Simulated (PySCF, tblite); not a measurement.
**C5H4FN2 radical: geometry, infrared bands and EPR parameters**

Wanted: the infrared bands and EPR parameters of C5H4FN2 radical (`N#CC1=C(F)[CH]NC1`), by calculation.

The runs use tblite 0.8.0 and PySCF 2.14.0, with density-fitted response routines of our own; the level of theory stands in each step. All values are computed, except where a source is named. Atoms are numbered from 0 throughout.

## Step 1: Starting geometry

12 atoms, charge 0, multiplicity 2; geometry from: force field or distance geometry start.

Bonds of the start (Å): N0–C1 1.17, C1–C2 1.40, C2–C3 1.35, C3–F4 1.32, C3–C5 1.43, C5–N6 1.48, N6–C7 1.49, C7–C2 1.49, C5–H8 1.07, N6–H9 1.03, C7–H10 1.09, C7–H11 1.10.

## Step 2: Relaxing the molecule with GFN2-xTB

The job: settings as JSON, then the geometry in Å.

```
{"job": {"kind": "relax", "xc": "GFN2-xTB", "basis": "xTB"}, "charge": 0, "multiplicity": 2}
N      3.222600    -0.596200    -0.780100
C      2.092400    -0.353100    -0.582200
C      0.751000    -0.102300    -0.288700
C      0.042300     0.943500    -0.757400
F      0.496300     1.918500    -1.527600
C     -1.291700     0.889600    -0.245500
N     -1.471800    -0.340200     0.552400
C     -0.110600    -0.947800     0.593000
H     -2.001500     1.689100    -0.328500
H     -1.816400    -0.154000     1.503100
H      0.263300    -0.962400     1.613900
H     -0.174800    -1.985300     0.221800
```

Launch:

```bash
OMP_NUM_THREADS=1 python probes_run.py task.json out
```

This one command runs all jobs of the session in turn.

Log:

```text
step      E/eV     max force
  0    -631.60972    3.244
  1    -631.75437    6.267
  2    -631.81269    3.945
  3    -631.95716    1.108
  4    -631.98795    0.443
  5    -632.01849    0.836
  6    -632.04246    0.627
  7    -632.05895    0.405
  8    -632.07133    0.367
  9    -632.07945    0.303
 10    -632.08406    0.184
 11    -632.08740    0.173
 12    -632.09094    0.251
 13    -632.09457    0.253
 14    -632.09732    0.139
 15    -632.09911    0.116
 16    -632.10060    0.135
 17    -632.10191    0.127
 18    -632.10299    0.070
 19    -632.10354    0.063
 20    -632.10400    0.069
 21    -632.10448    0.078
 22    -632.10502    0.066
 23    -632.10546    0.073
 24    -632.10594    0.072
 25    -632.10653    0.090
 26    -632.10713    0.074
 27    -632.10751    0.052
 28    -632.10773    0.040
 29    -632.10794    0.058
 30    -632.10829    0.075
 31    -632.10871    0.064
 32    -632.10902    0.040
 33    -632.10918    0.034
 34    -632.10930    0.039
 35    -632.10946    0.042
 36    -632.10967    0.038
 37    -632.10986    0.030
 38    -632.10998    0.020
 39    -632.11004    0.016
 40    -632.11008    0.019
 41    -632.11012    0.019
 42    -632.11015    0.015
 43    -632.11018    0.020
 44    -632.11022    0.022
 45    -632.11026    0.019
 46    -632.11029    0.014
 47    -632.11032    0.013
 48    -632.11035    0.013
 49    -632.11036    0.014
 50    -632.11038    0.009
```

It took 0.19 s on 1 thread of Arm Neoverse V2, shared host.

Relaxation path: (not every step is listed)

| step | energy from step 0 (eV) | largest force (eV/Å) |
| --- | --- | --- |
| 0 | 0.0000 | 3.2441 |
| 1 | -0.1446 | 6.2668 |
| 2 | -0.2030 | 3.9452 |
| 3 | -0.3474 | 1.1080 |
| 4 | -0.3782 | 0.4435 |
| 5 | -0.4088 | 0.8364 |
| 6 | -0.4327 | 0.6265 |
| 7 | -0.4492 | 0.4049 |
| 8 | -0.4616 | 0.3668 |
| 11 | -0.4777 | 0.1729 |
| 14 | -0.4876 | 0.1391 |
| 17 | -0.4922 | 0.1275 |
| 20 | -0.4943 | 0.0694 |
| 23 | -0.4957 | 0.0730 |
| 26 | -0.4974 | 0.0743 |
| 29 | -0.4982 | 0.0576 |
| 32 | -0.4993 | 0.0397 |
| 35 | -0.4997 | 0.0421 |
| 38 | -0.5003 | 0.0203 |
| 41 | -0.5004 | 0.0191 |
| 44 | -0.5005 | 0.0220 |
| 45 | -0.5005 | 0.0186 |
| 46 | -0.5006 | 0.0144 |
| 47 | -0.5006 | 0.0127 |
| 48 | -0.5006 | 0.0133 |
| 49 | -0.5006 | 0.0139 |
| 50 | -0.5007 | 0.0093 |

Distances of close pairs at the start and the end, largest changes first:

| bond | before (Å) | after (Å) | change (Å) |
| --- | --- | --- | --- |
| C5–N6 | 1.477 | 1.364 | -0.113 |
| C3–C5 | 1.430 | 1.376 | -0.053 |
| C2–C3 | 1.347 | 1.399 | +0.051 |
| N6–C7 | 1.491 | 1.444 | -0.047 |
| N6–H9 | 1.028 | 1.005 | -0.024 |
| N0–C1 | 1.173 | 1.155 | -0.018 |
| C1–C2 | 1.396 | 1.379 | -0.017 |
| C7–H10 | 1.087 | 1.100 | +0.013 |

The final coordinates are the input of the step that follows.

## Step 3: Vibrational analysis with GFN2-xTB

The job: settings as JSON, then the geometry in Å.

```
{"job": {"kind": "ir", "xc": "GFN2-xTB", "basis": "xTB"}, "charge": 0, "multiplicity": 2}
N      3.198432    -0.693703    -0.853237
C      2.107280    -0.412899    -0.600463
C      0.803106    -0.093315    -0.286549
C      0.032987     0.990339    -0.721193
F      0.444798     1.950819    -1.551993
C     -1.226248     0.936388    -0.167989
N     -1.335171    -0.197450     0.582576
C     -0.072168    -0.896117     0.638126
H     -2.043382     1.616775    -0.299555
H     -2.052448    -0.336398     1.271969
H      0.333314    -0.929296     1.660558
H     -0.189302    -1.935829     0.301723
```

Log:

```text
mode    cm-1     km/mol
  1     122.3      3.19
  2     130.1      3.98
  3     248.0     51.23
  4     271.9     80.11
  5     342.7     33.69
  6     347.4      5.00
  7     456.6      7.22
  8     493.6      6.80
  9     539.7     15.49
 10     582.3      1.79
 11     671.3     13.15
 12     711.5     15.92
 13     812.8      1.99
 14     927.3      0.92
 15    1019.9     21.73
 16    1054.7     60.84
 17    1102.4      4.57
 18    1132.6      8.55
 19    1210.1     89.92
 20    1229.7     17.18
 21    1294.7     17.96
 22    1380.1     89.95
 23    1440.8      5.49
 24    1456.7     41.09
 25    1545.7    101.46
 26    2295.9    306.84
 27    2833.2     19.68
 28    2889.5     18.31
 29    3174.9      3.57
 30    3494.7     25.45
```

It took 0.22 s on 1 thread of Arm Neoverse V2, shared host.

Which atoms move in the most intense modes:

| cm⁻¹ | km/mol | atoms |
| --- | --- | --- |
| 248 | 51.2 | H9 18 %, C2 17 %, N6 14 %, H10 11 % |
| 272 | 80.1 | N6 24 %, H9 17 %, F4 15 %, C5 13 % |
| 1055 | 60.8 | H9 28 %, C2 23 %, C7 13 %, C3 11 % |
| 1210 | 89.9 | H10 23 %, H11 21 %, C7 13 %, C5 12 % |
| 1380 | 90.0 | N6 37 %, C5 19 %, H9 12 % |
| 1457 | 41.1 | C2 34 %, C3 20 %, H11 13 %, H10 12 % |
| 1546 | 101.5 | C3 47 %, C5 33 % |
| 2296 | 306.8 | C1 61 %, N0 37 % |

## Step 4: g tensor and hyperfine couplings: B3LYP/pcH-1

Settings changed since step 3:

```diff
@@ -1,2 +1,2 @@
-{"job": {"kind": "ir", "xc": "GFN2-xTB", "basis": "xTB"}, "charge": 0, "multiplicity": 2}
+{"job": {"kind": "epr", "basis": "pcH-1"}, "charge": 0, "multiplicity": 2}
 N      3.198432    -0.693703    -0.853237
```

Method: UKS B3LYP, pcH-1 on C F H N, non-relativistic, mean-field spin-orbit, GIAO.

Log:

```text
UKS, coarse grid
  cycle   1  E = -402.14241255  |g| = 4.34e-01
  cycle   2  E = -401.88334054  |g| = 8.71e-01
  cycle   3  E = -402.21863883  |g| = 1.59e-01
  cycle   4  E = -402.22799288  |g| = 6.82e-02
  cycle   5  E = -402.22972763  |g| = 2.59e-02
  cycle   6  E = -402.23005940  |g| = 6.33e-03
  cycle   7  E = -402.23010378  |g| = 5.29e-03
  cycle   8  E = -402.23012692  |g| = 1.98e-03
  cycle   9  E = -402.23013332  |g| = 1.03e-03
  cycle  10  E = -402.23013435  |g| = 3.13e-04
UKS, final grid
  cycle   1  E = -402.23010573  |g| = 3.60e-04
  cycle   2  E = -402.23010572  |g| = 5.12e-04
  cycle   3  E = -402.23010584  |g| = 8.14e-05
  cycle   4  E = -402.23010586  |g| = 7.28e-05
  cycle   5  E = -402.23010586  |g| = 4.23e-05
  cycle   6  E = -402.23010586  |g| = 1.30e-05
E = -402.23010586 Eh   <S^2> = 0.7656 (exact 0.7500)
g shifts (ppm)      1          2          3
  rmc          -182       -182       -182
  gc             -8         32         33
  oz_so          18        982       1426
  total        -172        832       1277
hyperfine (MHz)  atom isotope    a_iso     a_fc   dipolar eigenvalues
    0   14N       4.76       4.76     -9.42     -7.26     16.68
    1   13C     -32.38     -32.38     -9.18     -1.51     10.70
    2   13C      37.22      37.22    -35.75    -34.26     70.02
    3   13C     -33.64     -33.64    -10.60      4.77      5.83
    4   19F     -12.09     -12.09    -18.21      3.36     14.85
    5   13C      25.17      25.17    -33.75    -32.77     66.52
    6   14N      12.43      12.43    -11.64    -11.53     23.17
    7   13C     -28.61     -28.61     -0.84     -0.18      1.02
    8    1H     -28.61     -28.61    -16.90     -0.81     17.71
    9    1H      -9.09      -9.09    -13.96     -4.72     18.68
   10    1H     121.72     121.72     -3.00     -0.64      3.63
   11    1H     116.73     116.73     -3.38     -0.61      3.99
```

Wall time 45 s (1 thread of Arm Neoverse V2, shared host); peak memory 0.88 GiB.

Principal g values 2.00215, 2.00315, 2.00360; g(iso) = 2.00296, against 2.00232 for a free electron.

Hyperfine couplings; where a row names several nuclei, a(iso) is their mean (it holds for fast rotation or exchange) and the dipolar term the largest among them:

| nuclei | isotope | a(iso) (MHz) | a(iso) (G, at g = 2.0023) | largest dipolar term (MHz) |
| --- | --- | --- | --- | --- |
| H10, H11 | 1H | 119.2 | 42.5 | 4.0 |
| C2 | 13C | 37.2 | 13.3 | 70.0 |
| C3 | 13C | -33.6 | -12.0 | -10.6 |
| C1 | 13C | -32.4 | -11.6 | 10.7 |
| H8 | 1H | -28.6 | -10.2 | 17.7 |
| C7 | 13C | -28.6 | -10.2 | 1.0 |
| C5 | 13C | 25.2 | 9.0 | 66.5 |
| N6 | 14N | 12.4 | 4.4 | 23.2 |
| F4 | 19F | -12.1 | -4.3 | -18.2 |
| H9 | 1H | -9.1 | -3.2 | 18.7 |
| N0 | 14N | 4.8 | 1.7 | 16.7 |

Mulliken spin populations:

| atom | value (e) |
| --- | --- |
| N0 | 0.19 |
| C1 | -0.10 |
| C2 | 0.41 |
| C3 | -0.09 |
| F4 | 0.00 |
| C5 | 0.39 |
| N6 | 0.19 |
| C7 | -0.06 |
| H8 | -0.02 |
| H9 | -0.01 |
| H10 | 0.05 |
| H11 | 0.05 |

In first order the couplings over 0.8 MHz of 1H, 14N, 19F give 216 distinct lines over 115.1 G, if the averaged nuclei exchange fast.

The fields below are evaluated on a grid from the run's orbitals.

ELF in a plane through or near 10 of the atoms.

Values, 10 rows by 14 columns:
```
0.00 0.00 0.00 0.00 0.00 0.00 0.00 0.00 0.00 0.00 0.00 0.00 0.00 0.00
0.00 0.00 0.00 0.00 0.00 0.00 0.00 0.00 0.00 0.00 0.00 0.00 0.00 0.00
0.00 0.00 0.00 0.00 0.00 0.00 0.02 0.05 0.01 0.00 0.00 0.00 0.00 0.00
0.00 0.00 0.00 0.07 0.86 0.23 0.25 0.65 0.09 0.01 0.10 0.05 0.00 0.00
0.00 0.00 0.00 0.24 0.96 0.59 0.91 0.34 0.32 0.51 0.63 0.77 0.48 0.00
0.00 0.00 0.00 0.01 0.13 0.71 0.34 0.62 0.27 0.28 0.81 0.83 0.82 0.03
0.00 0.00 0.00 0.82 1.00 0.82 0.89 0.13 0.12 0.33 0.47 0.55 0.24 0.00
0.00 0.00 0.00 0.06 0.76 0.06 0.28 0.33 0.79 0.01 0.01 0.00 0.00 0.00
0.00 0.00 0.00 0.00 0.00 0.00 0.20 0.46 0.17 0.00 0.00 0.00 0.00 0.00
0.00 0.00 0.00 0.00 0.00 0.00 0.00 0.00 0.00 0.00 0.00 0.00 0.00 0.00
```
The map spans 12.0 Å across and 10.2 Å up, centred on the molecule. Atoms in the plane (x, y in Å): N0 (3.4, -0.1), C1 (2.2, -0.1), C2 (0.8, -0.1), C3 (0.0, -1.2), F4 (0.3, -2.5), C5 (-1.3, -0.8), N6 (-1.4, 0.6), C7 (0.0, 1.1), H8 (-2.2, -1.4), H9 (-2.2, 1.1).

On the surface of density 0.002 e/bohr³ the electrostatic potential runs, from the 1st to the 99th percentile, from -2.02 V near N0 to 2.57 V near H9.

The spin density lies nearest to C2, C5 about 23 % each; N0, N6 about 14 % each; C1, C3 about 6 % each (beta excess).

## Step 5: What came out

| quantity | value |
| --- | --- |
| strongest single infrared mode (GFN2-xTB) | 2296 cm⁻¹, 307 km/mol |
| zero-point energy (GFN2-xTB) | 50.3 kcal/mol |
| g(iso) (B3LYP) | 2.00296 |
| ⟨S²⟩ | 0.766 (exact 0.75) |
| largest a(iso) (averaged by class) | 1H on H10, H11, 119.2 MHz |
| surface potential, 1st and 99th percentile | -2.02 V and 2.57 V |

**Reading.** Over 50 steps the energy fell by 0.501 eV; of the close pairs, C5–N6 changed most, 1.477 to 1.364 Å. All 30 modes are real, so the xTB geometry is a minimum. The strongest single mode, at 2296 cm⁻¹, moves mainly C1 and N0. Unscaled tight-binding wavenumbers are off by several per cent, some by more. Its intensities can rank the bands wrongly. The largest spin populations lie on C2 (0.41 e), C5 (0.39 e). The isotropic g lies 0.6 ppt above the free-electron value.
